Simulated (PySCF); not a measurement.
# Krypton: the same states on changed settings, part 2 of 2

These states were run before on sound settings. What differs here: initial guess sap, at most 50 SCF cycles. What does it move?

PySCF 2.14.0; changed: initial guess sap, at most 50 SCF cycles. The scripts are equivalent inputs of a driver's runs. Earlier steps stand in the parts before.

## Step 3: Changed run, Kr⁺

UHF:

input.py reads:

```python
from pyscf import gto, scf, dft, mp, cc
import basis_set_exchange as bse
mol = gto.M(atom="Kr 0 0 0", charge=1, spin=1, symmetry="D2h",
            basis=gto.basis.parse(bse.get_basis("aug-cc-pVDZ-DK", elements=["Kr"], fmt="nwchem", header=False)),
            nucmod="G")
mf = scf.UHF(mol).sfx2c1e()
mf.irrep_nelec = {'Ag': (6, 6), 'B1g': (1, 1), 'B2g': (1, 1), 'B3g': (1, 1), 'B1u': (3, 3), 'B2u': (3, 3), 'B3u': (3, 2)}
mf.init_guess = "sap"
mf.max_cycle = 50
mf.kernel()
```

The program printed:

```text
damping factor = 0
level_shift factor = 0
DIIS = <class 'pyscf.scf.diis.CDIIS'>
diis_start_cycle = 1
diis_space = 10
diis_damp = 0
SCF conv_tol = 1e-09
SCF conv_tol_grad = None
number electrons alpha = 18  beta = 17
irrep_nelec {'Ag': (6, 6), 'B1g': (1, 1), 'B2g': (1, 1), 'B3g': (1, 1), 'B1u': (3, 3), 'B2u': (3, 3), 'B3u': (3, 2)}
alpha HOMO (B1u) = -1.14592928508531  LUMO (Ag) = -0.390441684064425

WARN: HOMO -1.14592928508531 >= LUMO -1.41619341500578

cycle= 1 E= -2787.51552445645  delta_E= -1.22  |g|= 0.38  |ddm|= 3.18
alpha HOMO (B1u) = -0.852033473393771  LUMO (Ag) = -0.0921588152828057
  HOMO = -0.82055882001  LUMO = -0.392826928426  gap/eV = 11.63918
cycle= 2 E= -2787.5682382113  delta_E= -0.0527  |g|= 0.0979  |ddm|= 1.38
alpha HOMO (B1u) = -0.910851211470984  LUMO (Ag) = -0.101098248085199
  HOMO = -0.882502726119  LUMO = -0.447131759074  gap/eV = 11.84705
cycle= 3 E= -2787.57020755058  delta_E= -0.00197  |g|= 0.00931  |ddm|= 0.138
alpha HOMO (B2u) = -0.91554981021123  LUMO (Ag) = -0.101814542144004
  HOMO = -0.889082209245  LUMO = -0.450381241482  gap/eV = 11.93766
cycle= 4 E= -2787.57026389923  delta_E= -5.63e-05  |g|= 0.00169  |ddm|= 0.0134
alpha HOMO (B2u) = -0.914771619067505  LUMO (Ag) = -0.101716348233187
  HOMO = -0.888717330056  LUMO = -0.449367894341  gap/eV = 11.95531
cycle= 5 E= -2787.57026599339  delta_E= -2.09e-06  |g|= 0.000132  |ddm|= 0.00396
alpha HOMO (B2u) = -0.914713681260307  LUMO (Ag) = -0.10170516656456
  HOMO = -0.888682883398  LUMO = -0.449302769086  gap/eV = 11.95614
cycle= 6 E= -2787.5702660076  delta_E= -1.42e-08  |g|= 1.96e-05  |ddm|= 0.000601
alpha HOMO (B1u) = -0.914714198886398  LUMO (Ag) = -0.101705763568004
  HOMO = -0.888681653185  LUMO = -0.449306016282  gap/eV = 11.95602
cycle= 7 E= -2787.57026600797  delta_E= -3.7e-10  |g|= 2.58e-06  |ddm|= 0.000112
converged SCF energy = -2787.57026600797  <S^2> = 0.75530044  2S+1 = 2.0052934
```

It took 0.17 s on 1 thread of Neoverse-N1, shared host, the integrals not counted.

The occupied shells:

| shell | electrons | mean orbital energy (eV) | spread (eV) | rms radius (bohr) |
| --- | --- | --- | --- | --- |
| 1s α | 1 | -14415.5 | 0 | 0.0478 |
| 1s β | 1 | -14415.4 | 0 | 0.0478 |
| 2s α | 1 | -1972.6 | 0 | 0.199 |
| 2s β | 1 | -1972.5 | 0 | 0.199 |
| 2p α | 3 | -1740.6 | 0.267 | 0.177 |
| 2p β | 3 | -1740.4 | 0.120 | 0.177 |
| 3s α | 1 | -317.50 | 0 | 0.565 |
| 3s β | 1 | -317.20 | 0 | 0.565 |
| 3p α | 3 | -241.12 | 0.831 | 0.581 |
| 3p β | 3 | -240.72 | 0.070 | 0.581 |
| 3d α | 5 | -113.99 | 0.788 | 0.612 |
| 3d β | 5 | -113.78 | 0.444 | 0.612 |
| 4s α | 1 | -44.472 | 0 | 1.67 |
| 4s β | 1 | -41.176 | 0 | 1.67 |
| 4p α | 3 | -25.571 | 2.042 | 1.98 |
| 4p β | 2 | -24.182 | 0 | 1.98 |

⟨S²⟩ = 0.755, ⟨L²⟩ = 2.02.

PBE0:

input.py, as changed from the run before:

```diff
@@ -5,3 +5,3 @@
             nucmod="G")
-mf = scf.UHF(mol).sfx2c1e()
+mf = dft.UKS(mol, xc="PBE0").sfx2c1e()
 mf.irrep_nelec = {'Ag': (6, 6), 'B1g': (1, 1), 'B2g': (1, 1), 'B3g': (1, 1), 'B1u': (3, 3), 'B2u': (3, 3), 'B3u': (3, 2)}
```

The program printed:

```text
damping factor = 0
level_shift factor = 0
DIIS = <class 'pyscf.scf.diis.CDIIS'>
diis_start_cycle = 1
diis_space = 10
diis_damp = 0
SCF conv_tol = 1e-09
SCF conv_tol_grad = None
number electrons alpha = 18  beta = 17
irrep_nelec {'Ag': (6, 6), 'B1g': (1, 1), 'B2g': (1, 1), 'B3g': (1, 1), 'B1u': (3, 3), 'B2u': (3, 3), 'B3u': (3, 2)}
XC functionals = PBE0
    C. Adamo and V. Barone.,  J. Chem. Phys. 110, 6158 (1999)
    M. Ernzerhof and G. E. Scuseria.,  J. Chem. Phys. 110, 5029 (1999)
alpha HOMO (B1u) = -1.32063233377366  LUMO (Ag) = -0.496235458762637

WARN: HOMO -1.32063233377366 >= LUMO -1.35585231148575

cycle= 1 E= -2788.94962218084  delta_E= -1.15  |g|= 0.565  |ddm|=  4.2
alpha HOMO (B1u) = -0.653813725579159  LUMO (Ag) = -0.155888736101376
  HOMO = -0.633515130535  LUMO = -0.530978338817  gap/eV = 2.79017
cycle= 2 E= -2789.05605424457  delta_E= -0.106  |g|= 0.322  |ddm|= 2.93
alpha HOMO (B1u) = -0.768340541669867  LUMO (Ag) = -0.182762974649775
  HOMO = -0.749050414523  LUMO = -0.640875569983  gap/eV = 2.94359
cycle= 3 E= -2789.0873831684  delta_E= -0.0313  |g|= 0.00798  |ddm|= 0.732
alpha HOMO (B1u) = -0.775681697918316  LUMO (Ag) = -0.184036551390326
  HOMO = -0.757034428288  LUMO = -0.646125686728  gap/eV = 3.01798
cycle= 4 E= -2789.08741616846  delta_E= -3.3e-05  |g|= 0.000559  |ddm|= 0.0293
alpha HOMO (B2u) = -0.775275275815215  LUMO (Ag) = -0.18387712319507
  HOMO = -0.756748732576  LUMO = -0.645544156126  gap/eV = 3.02603
cycle= 5 E= -2789.08741636664  delta_E= -1.98e-07  |g|= 3.22e-05  |ddm|= 0.00195
alpha HOMO (B1u) = -0.775290365094071  LUMO (Ag) = -0.18388639526684
  HOMO = -0.756771856929  LUMO = -0.645561180162  gap/eV = 3.02620
cycle= 6 E= -2789.08741636736  delta_E= -7.19e-10  |g|= 1.27e-06  |ddm|= 0.000128
converged SCF energy = -2789.08741636736  <S^2> = 0.75178163  2S+1 = 2.0017808
```

It took 0.66 s on 1 thread of Neoverse-N1, shared host, the integrals not counted.

TPSS:

input.py, as changed from the run before:

```diff
@@ -5,3 +5,3 @@
             nucmod="G")
-mf = dft.UKS(mol, xc="PBE0").sfx2c1e()
+mf = dft.UKS(mol, xc="TPSS").sfx2c1e()
 mf.irrep_nelec = {'Ag': (6, 6), 'B1g': (1, 1), 'B2g': (1, 1), 'B3g': (1, 1), 'B1u': (3, 3), 'B2u': (3, 3), 'B3u': (3, 2)}
```

The program printed:

```text
damping factor = 0
level_shift factor = 0
DIIS = <class 'pyscf.scf.diis.CDIIS'>
diis_start_cycle = 1
diis_space = 10
diis_damp = 0
SCF conv_tol = 1e-09
SCF conv_tol_grad = None
number electrons alpha = 18  beta = 17
irrep_nelec {'Ag': (6, 6), 'B1g': (1, 1), 'B2g': (1, 1), 'B3g': (1, 1), 'B1u': (3, 3), 'B2u': (3, 3), 'B3u': (3, 2)}
XC functionals = TPSS
    J. Tao, J. P. Perdew, V. N. Staroverov, and G. E. Scuseria.,  Phys. Rev. Lett. 91, 146401 (2003)
    J. P. Perdew, J. Tao, V. N. Staroverov, and G. E. Scuseria.,  J. Chem. Phys. 120, 6898 (2004)
    J. Tao, J. P. Perdew, V. N. Staroverov, and G. E. Scuseria.,  Phys. Rev. Lett. 91, 146401 (2003)
    J. P. Perdew, J. Tao, V. N. Staroverov, and G. E. Scuseria.,  J. Chem. Phys. 120, 6898 (2004)
alpha HOMO (B2u) = -1.31956451768051  LUMO (Ag) = -0.527697498257642

WARN: HOMO -1.31956451768051 >= LUMO -1.32512900226946

cycle= 1 E= -2789.1153902763  delta_E= -1.11  |g|= 0.618  |ddm|= 4.49
alpha HOMO (B1u) = -0.58192295619316  LUMO (Ag) = -0.168927536924456
  HOMO = -0.564571659672  LUMO = -0.563342168834  gap/eV = 0.03346
cycle= 2 E= -2789.22108602769  delta_E= -0.106  |g|= 0.445  |ddm|= 3.51
alpha HOMO (B1u) = -0.715238577645484  LUMO (Ag) = -0.201238248820424
  HOMO = -0.698302825395  LUMO = -0.690852906116  gap/eV = 0.20272
cycle= 3 E= -2789.28606869694  delta_E= -0.065  |g|= 0.0119  |ddm|= 1.01
alpha HOMO (B2u) = -0.721800264457553  LUMO (Ag) = -0.201434323542102
  HOMO = -0.705263252724  LUMO = -0.694979960102  gap/eV = 0.27982
cycle= 4 E= -2789.28615051083  delta_E= -8.18e-05  |g|= 0.000623  |ddm|= 0.046
alpha HOMO (B2u) = -0.721080129918827  LUMO (Ag) = -0.201119416797896
  HOMO = -0.704610280489  LUMO = -0.694171893632  gap/eV = 0.28404
cycle= 5 E= -2789.28615076171  delta_E= -2.51e-07  |g|= 3.48e-05  |ddm|= 0.00282
alpha HOMO (B1u) = -0.721107581441707  LUMO (Ag) = -0.201133617337299
  HOMO = -0.704643962969  LUMO = -0.694192676891  gap/eV = 0.28439
cycle= 6 E= -2789.28615076249  delta_E= -7.85e-10  |g|= 2.06e-06  |ddm|= 0.000141
converged SCF energy = -2789.28615076249  <S^2> = 0.75138531  2S+1 = 2.0013848
```

Time after the integrals: 1.3 s (1 thread of Neoverse-N1, shared host).

MP2 (valence):

input.py, as changed from the run before:

```diff
@@ -5,3 +5,3 @@
             nucmod="G")
-mf = dft.UKS(mol, xc="TPSS").sfx2c1e()
+mf = scf.UHF(mol).sfx2c1e()
 mf.irrep_nelec = {'Ag': (6, 6), 'B1g': (1, 1), 'B2g': (1, 1), 'B3g': (1, 1), 'B1u': (3, 3), 'B2u': (3, 3), 'B3u': (3, 2)}
@@ -10 +10,2 @@
 mf.kernel()
+mp.UMP2(mf, frozen=14).kernel()
```

This step left no log, only its results.

Time after the integrals: 0.02 s (1 thread of Neoverse-N1, shared host).

With 7 electrons correlated, the MP2 correlation energy is -0.09774 hartree (-0.02470 same spin, -0.07303 opposite spin); the SCS form gives -0.09587. Largest pairs of shells: 4p-4p -0.0669, 4s-4p -0.0255, 4s-4s -0.0054.

CCSD(T) (valence):

input.py, as changed from the run before:

```diff
@@ -10,2 +10,3 @@
 mf.kernel()
-mp.UMP2(mf, frozen=14).kernel()
+mycc = cc.CCSD(mf, frozen=14).run()
+mycc.ccsd_t()
```

The program printed:

```text
CC2 = 0
CCSD nocc = (np.int64(4), np.int64(3)), nmo = (22, 22)
frozen orbitals [[0, 1, 2, 3, 4, 5, 6, 7, 8, 9, 10, 11, 12, 13], [0, 1, 2, 3, 4, 5, 6, 7, 8, 9, 10, 11, 12, 13]]
max_cycle = 100
direct = 0
conv_tol = 1e-08
conv_tol_normt = 1e-06
diis_space = 8
diis_start_cycle = 0
Init t2, MP2 energy = -0.097735632163138
Init E_corr(UCCSD) = -0.0977356321677575
cycle = 1  E_corr(UCCSD) = -0.10930814185551  dE = -0.0115725097  norm(t1,t2) = 0.0298297
cycle = 2  E_corr(UCCSD) = -0.11131357342467  dE = -0.00200543157  norm(t1,t2) = 0.00880528
cycle = 3  E_corr(UCCSD) = -0.112109617769147  dE = -0.000796044344  norm(t1,t2) = 0.00325644
cycle = 4  E_corr(UCCSD) = -0.112090818830497  dE = 1.87989387e-05  norm(t1,t2) = 0.000363114
cycle = 5  E_corr(UCCSD) = -0.11209214308385  dE = -1.32425335e-06  norm(t1,t2) = 9.28588e-05
cycle = 6  E_corr(UCCSD) = -0.112092445137336  dE = -3.02053487e-07  norm(t1,t2) = 2.28501e-05
cycle = 7  E_corr(UCCSD) = -0.112092349595189  dE = 9.55421476e-08  norm(t1,t2) = 5.48011e-06
cycle = 8  E_corr(UCCSD) = -0.112092360999834  dE = -1.14046451e-08  norm(t1,t2) = 1.05684e-06
cycle = 9  E_corr(UCCSD) = -0.112092357063882  dE = 3.93595216e-09  norm(t1,t2) = 1.49951e-07
UCCSD converged
E(UCCSD) = -2787.682358365036  E_corr = -0.1120923570638818
UCCSD(T) correction = -0.00135393006808265
```

Time after the integrals: 0.32 s (1 thread of Neoverse-N1, shared host).

CCSD correlation -0.11209 hartree, triples -0.00135; total -2787.683712. T1 = 0.005, largest double amplitude 0.042.

## Step 4: What moved

| species | method | converged | energy less sound run (eV) |
| --- | --- | --- | --- |
| Kr | UHF | yes | -0.0000 |
| Kr | PBE0 | yes | +0.0000 |
| Kr | TPSS | yes | +0.0000 |
| Kr | MP2 (valence) | yes | -0.0000 |
| Kr | CCSD(T) (valence) | yes | +0.0000 |
| Kr⁺ | UHF | yes | +0.0000 |
| Kr⁺ | PBE0 | yes | +0.0000 |
| Kr⁺ | TPSS | yes | +0.0000 |
| Kr⁺ | MP2 (valence) | yes | -0.0000 |
| Kr⁺ | CCSD(T) (valence) | yes | +0.0000 |

Ionisation energy of Kr:

| method | sound run (eV) | changed run (eV) | shift (eV) |
| --- | --- | --- | --- |
| UHF | 13.180 | 13.180 | +0.000 |
| PBE0 | 14.169 | 14.169 | +0.000 |
| TPSS | 14.140 | 14.140 | -0.000 |
| MP2 | 13.979 | 13.979 | +0.000 |
| SCS-MP2 | 13.900 | 13.900 | +0.000 |
| CCSD | 13.876 | 13.876 | -0.000 |
| CCSD(T) | 13.894 | 13.894 | -0.000 |

## Step 5: Results

The summary covers parts 1 to 2.

```
                                 quantity                                     value
                                   change  initial guess sap, at most 50 SCF cycles
                           runs converged                                  10 of 10
largest shift of a converged total energy                                  0.000 eV
   largest shift of the ionisation energy                       +0.000 eV (SCS-MP2)
```

The difference hardly moves. Here the plain start reaches the same solutions.
